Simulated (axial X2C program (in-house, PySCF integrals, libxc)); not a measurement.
# TaI: Ω levels from open-shell CI on d2 s2 p(π)0

Which Ω levels does TaI have in the configuration d2 s2 p(π)0, and how far apart?

Program: an in-house X2C program for linear molecules on PySCF integrals. Level of theory: two-component X2C, average-of-configuration Hartree–Fock and CI in the open shells. These are calculated values, not measurements.

All values are calculated.

## 1. Set-up

File task.json:

```json
{"zs": [73, 53], "q": 0, "bas": ["dyall-v2z", "dyall-v2z"], "r0": 2.79, "metal": 0, "shells": [[2, [0, 1, 2], 2], [0, [0], 2], [1, [1], 0]], "fix": 0, "emax": 3.2, "nroots": 4}
```

Keys: zs atomic numbers; q charge; bas basis sets; r0 starting distance in Å; metal index of the metal atom; shells open shells as [l, |m| values, electrons]; fix electron count of the first shell held; emax energy window in eV; nroots roots for each Ω.

Run with:

```
python soci.py task.json out
```

Two-component X2C with atomic mean-field Coulomb and Gaunt terms, basis Ta dyall-v2z, I dyall-v2z (cores contracted in-house). Orbitals come from Hartree–Fock averaged over the configuration Ta d2 s2 p(π)0; CI then distributes these electrons over the d, s, p(π) shells of Ta.

## 2. CI at R = 2.735 Å

Output:

```text
average of configuration d2 s2 p(π)0
basis functions 205  fitting functions 1214
iter      average energy  largest gradient
   1     -22707.933441938   3.30e+00
   2     -22708.154432176   1.92e-02
   3     -22708.155021856   1.02e-02
   4     -22708.155066164   2.27e-03
   5     -22708.155091358   1.12e-03
   6     -22708.155093097   1.70e-04
   7     -22708.155093653   4.66e-05
   8     -22708.155093744   3.43e-05
   9     -22708.155093817   2.27e-05
  10     -22708.155093864   2.80e-05
  11     -22708.155093900   2.93e-05
  12     -22708.155093912   1.68e-05
converged
CI levels
2*Omega        energy/Eh    cm-1   g(par)  dipole/D  leading shell counts
    4    -22708.23484427        0   2.239   -2.559  {'2 2 0': 0.907}
    0    -22708.22996222     1071   0.000   -2.465  {'2 2 0': 0.879, '3 1 0': 0.056}
    2    -22708.22511628     2135   2.433   -2.418  {'2 2 0': 0.886, '3 1 0': 0.05}
    6    -22708.22137003     2957   6.098   -2.633  {'2 2 0': 0.897, '3 1 0': 0.039}
    0    -22708.21622827     4086   0.000   -2.494  {'2 2 0': 0.841, '3 1 0': 0.092}
    2    -22708.21397062     4581   2.743   -2.058  {'2 2 0': 0.83, '3 1 0': 0.105}
    8    -22708.21179436     5059   9.994   -2.735  {'2 2 0': 0.886, '3 1 0': 0.05}
    4    -22708.21179193     5059   5.620   -2.312  {'2 2 0': 0.864, '3 1 0': 0.071}
    0    -22708.20789146     5915   0.000   -2.189  {'2 2 0': 0.799, '3 1 0': 0.129}
    2    -22708.20358876     6860   0.829   -1.867  {'2 2 0': 0.803, '3 1 0': 0.136}
    4    -22708.20288215     7015   4.199   -2.022  {'2 2 0': 0.827, '3 1 0': 0.109}
    0    -22708.19960401     7734   0.000   -2.259  {'2 2 0': 0.742, '3 1 0': 0.18, '4 0 0': 0.031}
    0    -22708.19886415     7897   0.000   -1.919  {'3 1 0': 0.946}
    2    -22708.19791840     8104   3.420   -2.308  {'2 2 0': 0.738, '3 1 0': 0.189}
    6    -22708.19383034     9002   8.187   -1.895  {'2 2 0': 0.677, '3 1 0': 0.268}
    0    -22708.19360646     9051   0.000   -1.848  {'3 1 0': 0.891, '2 2 0': 0.051, '2 1 1': 0.034}
    4    -22708.19317159     9146   5.118   -1.976  {'3 1 0': 0.784, '2 2 0': 0.171}
    0    -22708.18812930    10253   0.000   -1.794  {'3 1 0': 0.928, '2 1 1': 0.031}
    6    -22708.18515347    10906   8.140   -1.753  {'3 1 0': 0.758, '2 2 0': 0.191}
    0    -22708.18459317    11029   0.000   -2.321  {'2 2 0': 0.727, '3 1 0': 0.206}
    8    -22708.17949447    12148  11.237   -1.809  {'3 1 0': 0.871, '2 2 0': 0.077}
    6    -22708.17900699    12255   8.504   -1.920  {'3 1 0': 0.944}
    8    -22708.17468409    13204   8.380   -1.898  {'2 2 0': 0.787, '3 1 0': 0.148}
    8    -22708.16870821    14515  10.225   -1.625  {'3 1 0': 0.975}
   10    -22708.16658771    14981  13.788   -1.637  {'3 1 0': 0.986}
   10    -22708.13448470    22026  11.633   -2.050  {'3 1 0': 0.956}
```

Dipoles in the output refer to the first atom as origin.

Run time: 1.8 s. Hardware: 1 thread of Arm Neoverse V1, shared host; peak memory 0.37 GiB.

Active spinors (ω > 0; filled shells left out):

| shell | ω | ε (eV) | character |
| --- | --- | --- | --- |
| d | 1/2 | -0.81 | 70% Ta d, 16% Ta p, 7% Ta s |
| d | 3/2 | -0.80 | 99% Ta d |
| d | 5/2 | -0.42 | 100% Ta d |
| d | 3/2 | -0.26 | 94% Ta d, 3% I p |
| d | 1/2 | -0.21 | 83% Ta d, 10% Ta p, 4% I p |
| p(π) | 1/2 | 1.89 | 92% Ta p, 4% I p |
| p(π) | 3/2 | 2.17 | 92% Ta p, 4% I p |

The levels:

| Ω | energy (cm⁻¹) | g∥ | μ (D) | configuration |
| --- | --- | --- | --- | --- |
| 2 | 0 | 2.24 | -2.56 | 91% d2 s2 |
| 0 | 1071 | 0.00 | -2.47 | 88% d2 s2 + 6% d3 s1 |
| 1 | 2135 | 2.43 | -2.42 | 89% d2 s2 |
| 3 | 2957 | 6.10 | -2.63 | 90% d2 s2 |
| 0 | 4086 | 0.00 | -2.49 | 84% d2 s2 + 9% d3 s1 |
| 1 | 4581 | 2.74 | -2.06 | 83% d2 s2 + 10% d3 s1 |
| 4 | 5059 | 9.99 | -2.74 | 89% d2 s2 |
| 2 | 5059 | 5.62 | -2.31 | 86% d2 s2 + 7% d3 s1 |
| 0 | 5915 | 0.00 | -2.19 | 80% d2 s2 + 13% d3 s1 |
| 1 | 6860 | 0.83 | -1.87 | 80% d2 s2 + 14% d3 s1 |
| 2 | 7015 | 4.20 | -2.02 | 83% d2 s2 + 11% d3 s1 |
| 0 | 7734 | 0.00 | -2.26 | 74% d2 s2 + 18% d3 s1 |
| 0 | 7897 | 0.00 | -1.92 | 95% d3 s1 |
| 1 | 8104 | 3.42 | -2.31 | 74% d2 s2 + 19% d3 s1 |
| 3 | 9002 | 8.19 | -1.90 | 68% d2 s2 + 27% d3 s1 |
| 0 | 9051 | 0.00 | -1.85 | 89% d3 s1 + 5% d2 s2 |
| 2 | 9146 | 5.12 | -1.98 | 78% d3 s1 + 17% d2 s2 |
| 0 | 10253 | 0.00 | -1.79 | 93% d3 s1 |
| 3 | 10906 | 8.14 | -1.75 | 76% d3 s1 + 19% d2 s2 |
| 0 | 11029 | 0.00 | -2.32 | 73% d2 s2 + 21% d3 s1 |

g∥ is the magnitude of 2⟨Lz + ge Sz⟩ for the +Ω component. μ is positive if the I end is positive.

## 3. The same at R = 3.077 Å

| Ω | energy (cm⁻¹) | g∥ | μ (D) | configuration |
| --- | --- | --- | --- | --- |
| 2 | 0 | 2.30 | -4.68 | 91% d2 s2 |
| 0 | 977 | 0.00 | -4.62 | 89% d2 s2 + 5% d3 s1 |
| 1 | 1842 | 2.14 | -4.58 | 89% d2 s2 |
| 3 | 3028 | 6.15 | -4.70 | 89% d2 s2 |
| 0 | 3877 | 0.00 | -4.62 | 81% d2 s2 + 13% d3 s1 |
| 1 | 4468 | 2.37 | -4.40 | 83% d2 s2 + 12% d3 s1 |
| 2 | 4772 | 5.31 | -4.48 | 85% d2 s2 + 9% d3 s1 |
| 4 | 5190 | 10.06 | -4.79 | 88% d2 s2 + 6% d3 s1 |
| 0 | 6016 | 0.00 | -4.39 | 72% d2 s2 + 21% d3 s1 |
| 0 | 6350 | 0.00 | -4.36 | 92% d3 s1 + 6% d2 s2 |

## 4. Curves along the bond

The same input was run at the other distances (logs left out). Energies in cm⁻¹ from the lowest point; levels are followed by energy order within each Ω.

| R (Å) | (1)Ω=2 | (1)Ω=0 | (1)Ω=1 | (1)Ω=3 | (2)Ω=0 | (2)Ω=1 | (1)Ω=4 |
| --- | --- | --- | --- | --- | --- | --- | --- |
| 2.544 | 1466 | 2558 | 3697 | 4367 | 5610 | 5911 | 6431 |
| 2.639 | 258 | 1342 | 2448 | 3188 | 4376 | 4786 | 5271 |
| 2.735 | 0 | 1071 | 2135 | 2957 | 4086 | 4581 | 5059 |
| 2.844 | 466 | 1512 | 2520 | 3449 | 4494 | 5053 | 5569 |
| 2.954 | 1500 | 2515 | 3460 | 4505 | 5461 | 6052 | 6645 |
| 3.077 | 3080 | 4057 | 4922 | 6109 | 6957 | 7548 | 8270 |
| 3.227 | 5337 | 6265 | 7023 | 8390 | 9096 | 9663 | 10577 |

Constants where the minimum is well bracketed:

| level of the curve | Te (cm⁻¹) | Re (Å) | ωe (cm⁻¹) |
| --- | --- | --- | --- |
| (1)Ω=2 | 0 | 2.720 | 181.1 |
| (1)Ω=3 | 2953 | 2.716 | 181.8 |
| (1)Ω=4 | 5051 | 2.714 | 182.5 |

## 5. Summary of results

| quantity | value |
| --- | --- |
| lowest level of the model | Ω = 2, g∥ = 2.24, 91% d2 s2 |
| next level | Ω = 0, 1071 cm⁻¹ higher |
| lowest curve, Re and ωe | 2.720 Å, 181.1 cm⁻¹ |

In the lowest level ⟨Sz⟩ = -0.88 and ⟨Lz⟩ = 2.88; its leading determinant has weight 0.67 among 218. From 2.735 to 3.077 Å the gap from the lowest to the fifth level goes from 4086 to 3877 cm⁻¹. Without dynamic correlation distances can be off by several hundredths of an Å, and the wavenumbers are rough. There is no dynamic correlation: spin–orbit spacings and, for f shells, spacings inside one term are the most reliable numbers, splittings between terms come out too wide, and energies between configurations are not reliable, so the lowest level need not be the ground state of the molecule. For d shells the ligand-field splittings (σ, π, δ) and their order can be off by a thousand cm⁻¹ or more. At most 4 roots were kept for each Ω > 0 (twice that for Ω = 0) within 3.2 eV of the lowest, so higher up levels can be missing between those listed; levels with Ω > 0 are doubly degenerate and listed once, Ω = 0 levels singly. Some active spinors are only partly of the character that their shell is named for, so the shell names and counts are nominal. States that fill the shells left empty in the average are placed too high.
